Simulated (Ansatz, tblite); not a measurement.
# B(AsH3)H3 (BAsH6): rung by rung

How do method and basis change the picture of B(AsH3)H3 (BAsH6) (singlet)?

Program: Ansatz 0.2.0, Gaussian basis. Level of theory: as each input shows. These are calculated values, not measurements.

Plan: GFN1-xTB, GFN2-xTB, PBE-D4/def2-TZVP, r2SCAN-D4/def2-TZVP, BLYP-D4/def2-TZVP, LC-ωPBE/def2-TZVP, HF/def2-TZVP, B97M-V/def2-TZVP, B3LYP-D4/def2-TZVP, ωB97M-V/def2-TZVP, ωB97X-V/def2-TZVP, PBE-D4/def2-SVP, PBE0-D4/def2-SVP, HF/6-31G, B3LYP-D4/6-31G, CCSD(T)/def2-TZVPP, MP2/def2-TZVP, RPA/def2-TZVP.

## Step 1: The geometry

The singlet was relaxed beforehand with B3LYP-D4/def2-TZVP.

8 atoms, charge 0, spin multiplicity 1.

Bond lengths: B1–As2 2.094 Å, B1–H6 1.201 Å, B1–H7 1.201 Å, B1–H8 1.201 Å, As2–H3 1.510 Å, As2–H4 1.510 Å, As2–H5 1.510 Å. Angles: As2–B1–H6 102.1°, As2–B1–H7 102.1°, As2–B1–H8 102.1°, H6–B1–H7 115.8°, H6–B1–H8 115.7°, H7–B1–H8 115.8°, B1–As2–H3 119.0°, B1–As2–H4 119.0°, B1–As2–H5 119.0°, H3–As2–H4 98.5°, H3–As2–H5 98.5°, H4–As2–H5 98.5°.

As a file:

```mol
AsBH6
  3D, bonds by distance, orders not assigned

  8  7  0  0  0  0  0  0  0  0999 V2000
   -0.0042    0.0110   -1.2272 B   0  0
    0.0029   -0.0074    0.8665 As  0  0
    0.7623    1.0676    1.6060 H   0  0
    0.5639   -1.2104    1.5858 H   0  0
   -1.3098    0.1003    1.6045 H   0  0
    1.1660   -0.0812   -1.4833 H   0  0
   -0.5091    1.0743   -1.4680 H   0  0
   -0.6720   -0.9542   -1.4844 H   0  0
  1  2  8  0
  1  6  8  0
  1  7  8  0
  1  8  8  0
  2  3  8  0
  2  4  8  0
  2  5  8  0
M  END
```

PBE0-D4/def2-TZVP was run before; its log isn't repeated, and its numbers join the tables.

## Step 2: GFN1-xTB

Tight binding, by tblite at 300 K electronic temperature and without a spin-polarisation term:

```python
tblite.interface.Calculator('GFN1-xTB', numbers, positions, charge=0, uhf=0).singlepoint()
```

Energy -189.2504 eV, HOMO -11.92 eV, LUMO -5.28 eV; 0.003 s.

## Step 3: GFN2-xTB

Tight binding, by tblite at 300 K electronic temperature and without a spin-polarisation term:

```python
tblite.interface.Calculator('GFN2-xTB', numbers, positions, charge=0, uhf=0).singlepoint()
```

Energy -180.5985 eV, HOMO -10.88 eV, LUMO -4.36 eV; 0.002 s.

## Step 4: PBE-D4/def2-TZVP

start.molden holds the orbitals of an earlier run on this state, given as this run's starting guess.

in.yaml reads:

```yaml
crystal:
  periodic: [false, false, false]
  atoms:
    - {symbol: B, position_ang: [-0.004221, 0.011007, -1.227214]}
    - {symbol: As, position_ang: [0.002872, -0.007413, 0.866532]}
    - {symbol: H, position_ang: [0.762350, 1.067633, 1.606016]}
    - {symbol: H, position_ang: [0.563897, -1.210412, 1.585820]}
    - {symbol: H, position_ang: [-1.309836, 0.100259, 1.604495]}
    - {symbol: H, position_ang: [1.166046, -0.081249, -1.483273]}
    - {symbol: H, position_ang: [-0.509138, 1.074336, -1.467958]}
    - {symbol: H, position_ang: [-0.671970, -0.954161, -1.484429]}
basis:
  gaussian: {orbitals: def2-TZVP, initial_orbitals: start.molden}
hamiltonian: {xc: pbe, dispersion: d4}
scf: {omitted_lower_state_checks: [starts]}
output: {orbitals: {seedname: orbitals}}
```

Started as:

```sh
> ansatz run in.yaml --threads 4 --pin off --events-out ev --progress --plain --max-ram 3916MiB
```

Further steps of the session: r2SCAN-D4/def2-TZVP; BLYP-D4/def2-TZVP; LC-ωPBE/def2-TZVP; HF/def2-TZVP; B97M-V/def2-TZVP; B3LYP-D4/def2-TZVP; ωB97M-V/def2-TZVP; ωB97X-V/def2-TZVP; PBE-D4/def2-SVP; PBE0-D4/def2-SVP; HF/6-31G; B3LYP-D4/6-31G; CCSD(T)/def2-TZVPP; MP2/def2-TZVP; RPA/def2-TZVP.

Q: Predict the results of all the runs planned. Wanted: gap in def2-TZVP, named functionals and Hartree-Fock, smallest and largest; correlation energy, CCSD(T)/def2-TZVPP; correlation energy, MP2/def2-TZVP; binding an atom, CCSD(T)/def2-TZVPP; PBE0 total energy, smallest basis above largest.

**Answer**, as computed:

| quantity | value |
| --- | --- |
| gap in def2-TZVP, named functionals and Hartree-Fock, smallest and largest | 6.48 eV (BLYP-D4), 14.45 eV (HF) |
| correlation energy, CCSD(T)/def2-TZVPP | -12.87 eV |
| correlation energy, MP2/def2-TZVP | -11.05 eV |
| binding an atom, CCSD(T)/def2-TZVPP | 2.773 eV |
| PBE0 total energy, smallest basis above largest | 8.36 eV (def2-SVP, def2-TZVP) |

**Reading.** Over the named functionals and Hartree-Fock in def2-TZVP the gap runs from 6.48 eV (BLYP-D4) to 14.45 eV (HF); exact exchange widens it. A small miss in a minimal or small basis is a cancelling of errors, not accuracy. The functionals in def2-TZVP miss CCSD(T)/def2-TZVPP by +0.012 (LC-ωPBE) to +0.086 eV (B97M-V) an atom. CCSD(T)/def2-TZVPP isn't at the basis-set limit; small misses against it rank nothing.
